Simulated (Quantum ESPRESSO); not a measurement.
# GaGe (F-43m) in Quantum ESPRESSO: reference runs

How does GaGe come out in PBE? The cell is run as given and disturbed.

Everything below comes from runs of Quantum ESPRESSO 7.5. Logs are shortened: lines on timing, memory, paths and dates and some standing lists are left out, and cuts for length are marked.

**1. Starting point**

The structure is cubic, space group F-43m (No. 216). Conventional cell: a = 5.796 Å, b = 5.796 Å, c = 5.796 Å, α = 90.00°, β = 90.00°, γ = 90.00°. Around Ge (site symmetry -43m) lie 4 Ga at 2.51 Å. Ga (site symmetry -43m) has 4 Ge at 2.51 Å as nearest neighbours.

The cell comes from a database or a generator and needn't be the stable form of this composition.

**2. Single point, PBE**

Contents of pw.in:

```
&CONTROL
  calculation = 'scf'
  prefix = 'pwscf'
  outdir = './tmp'
  pseudo_dir = './pseudo'
  tprnfor = .true.
  tstress = .true.
  disk_io = 'low'
/
&SYSTEM
  ibrav = 0
  nat = 2
  ntyp = 2
  ecutwfc = 70
  ecutrho = 560
  nbnd = 21
  occupations = 'smearing'
  smearing = 'fd'
  degauss = 0.00367493
/
&ELECTRONS
  conv_thr = 4d-10
  electron_maxstep = 120
  mixing_beta = 0.5
/
ATOMIC_SPECIES
Ge    72.6300 ge_pbe_v1.4.uspp.F.UPF
Ga    69.7230 Ga.pbe-dn-kjpaw_psl.1.0.0.UPF
CELL_PARAMETERS angstrom
   0.0000000000    2.8978440000    2.8978440000
   2.8978440000    0.0000000000    2.8978440000
   2.8978440000    2.8978440000    0.0000000000
ATOMIC_POSITIONS crystal
Ge     0.0000000000    0.0000000000    0.0000000000
Ga     0.2500000000    0.2500000000    0.2500000000
K_POINTS automatic
8 8 8 0 0 0
```

Contents of pp_density.in:

```
&INPUTPP
  prefix = 'pwscf'
  outdir = './tmp'
  filplot = 'density.dat'
  plot_num = 0
/
&PLOT
  nfile = 1
  filepp(1) = 'density.dat'
  iflag = 3
  output_format = 6
  fileout = 'density.cube'
/
```

Contents of pp_potential.in:

```
&INPUTPP
  prefix = 'pwscf'
  outdir = './tmp'
  filplot = 'potential.dat'
  plot_num = 11
/
&PLOT
  nfile = 1
  filepp(1) = 'potential.dat'
  iflag = 3
  output_format = 6
  fileout = 'potential.cube'
/
```

Potentials or basis: SSSP 1.3 efficiency PBE.

Launch:

```bash
$ OMP_NUM_THREADS=1 pw.x -in pw.in > pw.out
$ OMP_NUM_THREADS=1 pp.x -in pp_density.in > pp_density.out
$ OMP_NUM_THREADS=1 pp.x -in pp_potential.in > pp_potential.out
```

pw.out:

```text
This program is part of the open-source Quantum ESPRESSO suite
     for quantum simulation of materials; please cite
         "P. Giannozzi et al., J. Phys.:Condens. Matter 21 395502 (2009);
         "P. Giannozzi et al., J. Phys.:Condens. Matter 29 465901 (2017);
         "P. Giannozzi et al., J. Chem. Phys. 152 154105 (2020);
     in publications or presentations arising from this work. More details at

     file Ga.pbe-dn-kjpaw_psl.1.0.0.UPF: wavefunction(s)  4S renormalized
     Message from routine setup:
     using ibrav=0 with symmetry is DISCOURAGED, use correct ibrav instead

     G-vector sticks info
     --------------------
     sticks:   dense  smooth     PW     G-vecs:    dense   smooth      PW
     Sum        2335    1159    349                73601    25893    4279

     Using Slab Decomposition

     bravais-lattice index     =            0
     lattice parameter (alat)  =       7.7444  a.u.
     unit-cell volume          =     328.4366 (a.u.)^3
     number of atoms/cell      =            2
     number of atomic types    =            2
     number of electrons       =        27.00
     number of Kohn-Sham states=           21
     kinetic-energy cutoff     =      70.0000  Ry
     charge density cutoff     =     560.0000  Ry
     scf convergence threshold =      4.0E-10
     mixing beta               =       0.5000
     number of iterations used =            8  plain     mixing
     Exchange-correlation= SLA  PW   PBX  PBC
                           (   1   4   3   4   0   0   0)

     celldm(1)=   7.744419  celldm(2)=   0.000000  celldm(3)=   0.000000
     celldm(4)=   0.000000  celldm(5)=   0.000000  celldm(6)=   0.000000

     crystal axes: (cart. coord. in units of alat)
               a(1) = (   0.000000   0.707107   0.707107 )
               a(2) = (   0.707107   0.000000   0.707107 )
               a(3) = (   0.707107   0.707107   0.000000 )

     reciprocal axes: (cart. coord. in units 2 pi/alat)
               b(1) = ( -0.707107  0.707107  0.707107 )
               b(2) = (  0.707107 -0.707107  0.707107 )
               b(3) = (  0.707107  0.707107 -0.707107 )

     PseudoPot. # 1 for Ge read from file:
     ge_pbe_v1.4.uspp.F.UPF
     Pseudo is Ultrasoft + core correction, Zval = 14.0
     Generated by new atomic code, or converted to UPF format
     Using radial grid of  873 points,  6 beta functions with:
                l(1) =   0
                l(2) =   0
                l(3) =   1
                l(4) =   1
                l(5) =   2
                l(6) =   2
     Q(r) pseudized with  8 coefficients,  rinner =    1.400   1.400   1.400
                                                       1.400   1.400

     PseudoPot. # 2 for Ga read from file:
     Ga.pbe-dn-kjpaw_psl.1.0.0.UPF
     Pseudo is Projector augmented-wave + core cor, Zval = 13.0
     Generated using "atomic" code by A. Dal Corso  v.5.1
     Shape of augmentation charge: PSQ
     Using radial grid of 1205 points,  6 beta functions with:
                l(1) =   0
                l(2) =   0
                l(3) =   1
                l(4) =   1
                l(5) =   2
                l(6) =   2
     Q(r) pseudized with 0 coefficients

     atomic species   valence    mass     pseudopotential
     Ge               14.00    72.63000     Ge( 1.00)
     Ga               13.00    69.72300     Ga( 1.00)

     24 Sym. Ops. (no inversion) found

   Cartesian axes

     site n.     atom                  positions (alat units)
         1        Ge     tau(   1) = (   0.0000000   0.0000000   0.0000000  )
         2        Ga     tau(   2) = (   0.3535534   0.3535534   0.3535534  )

     number of k points=    29  Fermi-Dirac smearing, width (Ry)=  0.0037
                       cart. coord. in units 2pi/alat
        k(    1) = (   0.0000000   0.0000000   0.0000000), wk =   0.0039062
        k(    2) = (   0.0883883   0.0883883  -0.0883883), wk =   0.0312500
        k(    3) = (   0.1767767   0.1767767  -0.1767767), wk =   0.0312500
        k(    4) = (   0.2651650   0.2651650  -0.2651650), wk =   0.0312500
        k(    5) = (  -0.3535534  -0.3535534   0.3535534), wk =   0.0156250
        k(    6) = (   0.1767767   0.0000000   0.0000000), wk =   0.0234375
[... 21 lines left out ...]
        k(   28) = (  -0.7071068   0.1767767  -0.0000000), wk =   0.0468750
        k(   29) = (  -0.7071068   0.3535534   0.0000000), wk =   0.0234375

     Dense  grid:    73601 G-vectors     FFT dimensions: (  60,  60,  60)

     Smooth grid:    25893 G-vectors     FFT dimensions: (  45,  45,  45)

     Initial potential from superposition of free atoms

     starting charge      26.9962, renormalised to      27.0000
     Starting wfcs are   18 randomized atomic wfcs +    3 random wfcs

     Self-consistent Calculation

     iteration #  1     ecut=    70.00 Ry     beta= 0.50
     Davidson diagonalization with overlap
     ethr =  1.00E-02,  avg # of iterations =  6.0

     Threshold (ethr) on eigenvalues was too large:
     Diagonalizing with lowered threshold

     Davidson diagonalization with overlap
     ethr =  5.99E-05,  avg # of iterations =  8.9

     total energy              =    -491.55106353 Ry
     estimated scf accuracy    <       0.01964932 Ry

     iteration #  2     ecut=    70.00 Ry     beta= 0.50
     Davidson diagonalization with overlap
     ethr =  7.28E-05,  avg # of iterations =  1.4
[... 85 lines left out ...]
     total energy              =    -491.55408282 Ry
     estimated scf accuracy    <          2.6E-09 Ry

     iteration # 15     ecut=    70.00 Ry     beta= 0.50
     Davidson diagonalization with overlap
     ethr =  5.26E-12,  avg # of iterations =  2.0

     End of self-consistent calculation

          k = 0.0000 0.0000 0.0000 (  3287 PWs)   bands (ev):

   -17.6231 -17.6231 -17.6231 -17.6044 -17.6044  -8.0085  -8.0085  -8.0085
    -7.9494  -7.9494  -4.2156   8.0052   8.0052   8.0052   8.3842  10.6821
    10.6821  10.6821  14.0181  17.0375  17.0375

          k = 0.0884 0.0884-0.0884 (  3248 PWs)   bands (ev):

   -17.6231 -17.6227 -17.6227 -17.6043 -17.6043  -8.0124  -8.0058  -8.0058
    -7.9496  -7.9496  -4.0331   5.9205   7.7036   7.7036   9.2134  11.0899
    11.0899  11.4698  14.9719  16.0937  16.0937
[... 13 lines left out ...]
          k =-0.3536-0.3536 0.3536 (  3214 PWs)   bands (ev):

   -17.6229 -17.6207 -17.6207 -17.6034 -17.6034  -8.0358  -7.9938  -7.9938
    -7.9474  -7.9474  -2.2576   0.9514   6.6997   6.6997   8.3830  11.6650
    11.6650  14.5244  17.7532  18.6990  18.6990

          k = 0.1768 0.0000 0.0000 (  3255 PWs)   bands (ev):

   -17.6236 -17.6223 -17.6223 -17.6046 -17.6039  -8.0166  -8.0032  -8.0032
    -7.9514  -7.9483  -3.9718   5.9382   7.1944   7.1944   9.9125  10.3707
    11.7936  11.7936  14.8587  15.3047  17.2863

          k = 0.2652 0.0884-0.0884 (  3252 PWs)   bands (ev):

   -17.6238 -17.6215 -17.6214 -17.6047 -17.6034  -8.0248  -7.9982  -7.9972
    -7.9532  -7.9474  -3.5566   4.2219   6.6072   6.6585   9.9168  10.7163
    12.5636  12.6906  14.8986  16.5428  17.0349
[... 19 lines left out ...]
          k =-0.0884-0.2652 0.2652 (  3249 PWs)   bands (ev):

   -17.6229 -17.6214 -17.6212 -17.6041 -17.6035  -8.0282  -7.9967  -7.9949
    -7.9514  -7.9483  -3.1148   2.9467   5.5956   7.1576   9.7518  11.7723
    11.8669  13.4347  15.1631  16.3868  17.9648

          k = 0.0000-0.1768 0.1768 (  3259 PWs)   bands (ev):

   -17.6232 -17.6223 -17.6219 -17.6044 -17.6038  -8.0191  -8.0028  -8.0001
    -7.9511  -7.9487  -3.7344   4.7354   6.3650   7.6678   9.8557  11.1956
    11.2474  12.6862  15.0984  15.9717  16.2529

          k = 0.3536 0.0000 0.0000 (  3263 PWs)   bands (ev):

   -17.6248 -17.6204 -17.6204 -17.6053 -17.6027  -8.0346  -7.9904  -7.9904
    -7.9577  -7.9458  -3.2570   3.7696   6.0778   6.0778   9.0345  10.6602
    13.7781  13.7781  14.7056  17.7554  18.0312

          k = 0.4419 0.0884-0.0884 (  3255 PWs)   bands (ev):

   -17.6249 -17.6197 -17.6195 -17.6053 -17.6022  -8.0420  -7.9856  -7.9843
    -7.9597  -7.9448  -2.6472   2.4979   5.2853   5.7381   9.2546  10.6017
    13.6076  14.3381  16.8631  18.5842  18.7195
[... 7 lines left out ...]
          k =-0.0884-0.4419 0.4419 (  3233 PWs)   bands (ev):

   -17.6228 -17.6206 -17.6195 -17.6042 -17.6029  -8.0410  -7.9880  -7.9838
    -7.9534  -7.9488  -1.7812   1.1307   4.0131   6.0400   9.6046  12.8373
    13.5380  14.5491  15.4288  16.5687  19.1239

          k = 0.0000-0.3536 0.3536 (  3250 PWs)   bands (ev):

   -17.6224 -17.6211 -17.6204 -17.6037 -17.6036  -8.0352  -7.9909  -7.9896
    -7.9515  -7.9498  -2.4466   2.0645   4.2853   6.6012   9.9980  12.7402
    12.9194  13.0800  15.2306  17.1172  19.3829

          k = 0.5303-0.0000 0.0000 (  3266 PWs)   bands (ev):

   -17.6259 -17.6185 -17.6185 -17.6059 -17.6015  -8.0511  -7.9772  -7.9772
    -7.9650  -7.9432  -2.1455   1.7605   5.3264   5.3264   8.5696   9.4720
    15.8947  15.8947  16.8213  19.2682  20.0125

          k =-0.0884-0.6187 0.6187 (  3255 PWs)   bands (ev):

   -17.6257 -17.6183 -17.6181 -17.6059 -17.6013  -8.0533  -7.9767  -7.9744
    -7.9645  -7.9435  -1.4961   0.9178   4.5748   5.2410   8.8531   9.8621
    15.6848  16.1108  18.0707  19.3334  19.6650

          k = 0.0000-0.5303 0.5303 (  3238 PWs)   bands (ev):

   -17.6243 -17.6192 -17.6185 -17.6051 -17.6020  -8.0484  -7.9818  -7.9768
    -7.9597  -7.9462  -1.2836   0.7312   3.7992   5.4993   9.1120  11.9115
    15.0515  15.2023  15.8229  17.3285  21.0882

          k =-0.7071 0.0000 0.0000 (  3250 PWs)   bands (ev):

   -17.6264 -17.6177 -17.6177 -17.6062 -17.6009  -8.0576  -7.9717  -7.9717
    -7.9683  -7.9422  -1.2008   0.5085   5.0665   5.0665   8.6509   8.7529
    17.3348  17.3348  18.5628  19.7941  20.2256

          k = 0.3536 0.1768 0.0000 (  3241 PWs)   bands (ev):

   -17.6239 -17.6207 -17.6205 -17.6048 -17.6029  -8.0329  -7.9928  -7.9910
    -7.9553  -7.9466  -3.0441   3.1317   5.2809   6.4954  10.3162  10.8792
    12.3983  13.4738  15.6188  17.6405  17.9910

          k =-0.2652-0.4419 0.6187 (  3246 PWs)   bands (ev):

   -17.6232 -17.6208 -17.6196 -17.6045 -17.6028  -8.0385  -7.9901  -7.9861
    -7.9546  -7.9470  -2.3059   1.7815   4.6213   6.0221  10.4604  11.3385
    12.6764  14.0061  16.7144  17.4148  18.8795
[... 13 lines left out ...]
          k =-0.0884-0.4419 0.6187 (  3248 PWs)   bands (ev):

   -17.6237 -17.6203 -17.6181 -17.6050 -17.6022  -8.0463  -7.9844  -7.9775
    -7.9581  -7.9469  -1.4071   0.8875   4.0017   5.0456  10.2204  12.0482
    12.9471  14.9057  16.5469  19.1570  19.7620

          k = 0.0000-0.3536 0.5303 (  3243 PWs)   bands (ev):

   -17.6226 -17.6213 -17.6186 -17.6045 -17.6026  -8.0428  -7.9875  -7.9800
    -7.9553  -7.9486  -1.6290   1.1371   3.8517   5.4025  10.6097  12.4129
    12.7138  14.6492  15.8814  17.2755  20.7313

          k =-0.7071 0.1768-0.0000 (  3260 PWs)   bands (ev):

   -17.6252 -17.6189 -17.6177 -17.6057 -17.6015  -8.0525  -7.9778  -7.9746
    -7.9626  -7.9445  -1.1616   0.5820   4.5671   4.6241   9.8007   9.9185
    15.3244  15.4351  18.3592  19.0289  20.2111

          k =-0.7071 0.3536 0.0000 (  3248 PWs)   bands (ev):

   -17.6228 -17.6213 -17.6177 -17.6049 -17.6022  -8.0464  -7.9849  -7.9760
    -7.9572  -7.9482  -1.1208   0.6630   4.1699   4.2825  12.0925  12.1301
    12.4591  12.7832  18.3914  19.0036  20.2193

     the Fermi energy is     6.3180 ev

!    total energy              =    -491.55408282 Ry
     estimated scf accuracy    <          2.0E-10 Ry
     smearing contrib. (-TS)   =      -0.00062682 Ry
     internal energy E=F+TS    =    -491.55345600 Ry

     The total energy is F=E-TS. E is the sum of the following terms:
     one-electron contribution =    -259.23559646 Ry
     hartree contribution      =     154.59502662 Ry
     xc contribution           =     -96.35563176 Ry
     ewald contribution        =    -179.44961200 Ry
     one-center paw contrib.   =    -111.10764240 Ry

     convergence has been achieved in  15 iterations

     Forces acting on atoms (cartesian axes, Ry/au):

     atom    1 type  1   force =     0.00000000    0.00000000   -0.00000000
     atom    2 type  2   force =     0.00000000    0.00000000    0.00000000

     Total force =     0.000000     Total SCF correction =     0.000000

     Computing stress (Cartesian axis) and pressure

          total   stress  (Ry/bohr**3)                   (kbar)     P=        1.27
   0.00000866   0.00000000   0.00000000            1.27        0.00        0.00
   0.00000000   0.00000866  -0.00000000            0.00        1.27       -0.00
   0.00000000  -0.00000000   0.00000866            0.00       -0.00        1.27

=------------------------------------------------------------------------------=
   JOB DONE.
=------------------------------------------------------------------------------=
```

Wall time 61 s (1 thread of AMD EPYC 9R14 (Zen 4), shared host); peak memory 0.33 GiB.

Results:

- Free energy: -6687.9340 eV
- Pressure: 0.1 GPa
- Band gap on the k mesh: none (metal or under the smearing width)

**3. Single point, PBE (atoms moved at random, drawn with an rms of 0.05 Å)**

Changes to pw.in since step 2:

```diff
@@ -7,3 +7,3 @@
   tstress = .true.
-  disk_io = 'low'
+  disk_io = 'nowf'
 /
@@ -33,4 +33,4 @@
 ATOMIC_POSITIONS crystal
-Ge     0.0000000000    0.0000000000    0.0000000000
-Ga     0.2500000000    0.2500000000    0.2500000000
+Ge    -0.0072340000   -0.0102740000    0.0253490000
+Ga     0.2399690000    0.2466220000    0.2642740000
 K_POINTS automatic
```

Potentials or basis: SSSP 1.3 efficiency PBE.

Launch:

```bash
$ OMP_NUM_THREADS=1 pw.x -in pw.in > pw.out
```

pw.out:

```text
This program is part of the open-source Quantum ESPRESSO suite
     for quantum simulation of materials; please cite
         "P. Giannozzi et al., J. Phys.:Condens. Matter 21 395502 (2009);
         "P. Giannozzi et al., J. Phys.:Condens. Matter 29 465901 (2017);
         "P. Giannozzi et al., J. Chem. Phys. 152 154105 (2020);
     in publications or presentations arising from this work. More details at

     file Ga.pbe-dn-kjpaw_psl.1.0.0.UPF: wavefunction(s)  4S renormalized

     G-vector sticks info
     --------------------
     sticks:   dense  smooth     PW     G-vecs:    dense   smooth      PW
     Sum        2335    1159    349                73601    25893    4279

     Using Slab Decomposition

     bravais-lattice index     =            0
     lattice parameter (alat)  =       7.7444  a.u.
     unit-cell volume          =     328.4366 (a.u.)^3
     number of atoms/cell      =            2
     number of atomic types    =            2
     number of electrons       =        27.00
[... 88 lines left out ...]
     estimated scf accuracy    <       0.02100225 Ry
[... 74 lines left out ...]
     iteration # 12     ecut=    70.00 Ry     beta= 0.50
     Davidson diagonalization with overlap
     ethr =  2.39E-12,  avg # of iterations =  4.4

     End of self-consistent calculation

     Number of k-points >= 100: set verbosity='high' to print the bands.

     the Fermi energy is     6.3142 ev

!    total energy              =    -491.55374494 Ry
     estimated scf accuracy    <          2.4E-10 Ry
     smearing contrib. (-TS)   =      -0.00059819 Ry
     internal energy E=F+TS    =    -491.55314674 Ry

     The total energy is F=E-TS. E is the sum of the following terms:
     one-electron contribution =    -259.26462951 Ry
     hartree contribution      =     154.60951500 Ry
     xc contribution           =     -96.35598607 Ry
     ewald contribution        =    -179.43413891 Ry
     one-center paw contrib.   =    -111.10790725 Ry

     convergence has been achieved in  12 iterations

     Forces acting on atoms (cartesian axes, Ry/au):

     atom    1 type  1   force =    -0.00196510   -0.00764952    0.00191118
     atom    2 type  2   force =     0.00196510    0.00764952   -0.00191118

     Total force =     0.011492     Total SCF correction =     0.000005

     Computing stress (Cartesian axis) and pressure

          total   stress  (Ry/bohr**3)                   (kbar)     P=        1.62
   0.00001363  -0.00001998   0.00007320            2.00       -2.94       10.77
  -0.00001998   0.00000575   0.00002044           -2.94        0.85        3.01
   0.00007320   0.00002044   0.00001366           10.77        3.01        2.01

=------------------------------------------------------------------------------=
   JOB DONE.
=------------------------------------------------------------------------------=
```

Wall time 4.8 min (1 thread of AMD EPYC 9R14 (Zen 4), shared host); peak memory 0.56 GiB.

Results:

```yaml
Free_energy: -6687.9294 eV
Pressure: 0.2 GPa
Largest_force: 0.209 eV/Å
Band_gap_on_the_k_mesh: none (metal or under the smearing width)
```

Forces in eV/Å, atoms in the order of the input:
```
Ge  -0.051 -0.197  0.049
Ga   0.051  0.197 -0.049
```

Levels at points of the mesh, in eV from the Fermi level:
```
             k point  band 12  band 13  band 14  band 15  band 16  band 17
  (0.00, 0.00, 0.00)     1.56     1.67     1.84     2.07     4.25     4.38
 (0.00, 0.00, -0.50)    -5.24     0.32     0.43     2.00     5.24     5.39
(0.00, -0.50, -0.50)    -5.81    -1.26    -1.23     2.33     2.44    11.00
  (0.50, 0.50, 0.50)    -5.44     0.31     0.48     2.11     5.25     5.50
 (-0.50, 0.00, 0.00)    -5.33     0.28     0.48     2.05     5.20     5.49
 (0.00, -0.50, 0.00)    -5.44     0.31     0.48     2.11     5.25     5.50
(-0.50, 0.00, -0.50)    -5.80    -1.29    -1.21     2.29     2.48    10.94
(-0.50, -0.50, 0.00)    -5.81    -1.26    -1.23     2.33     2.44    11.00
```
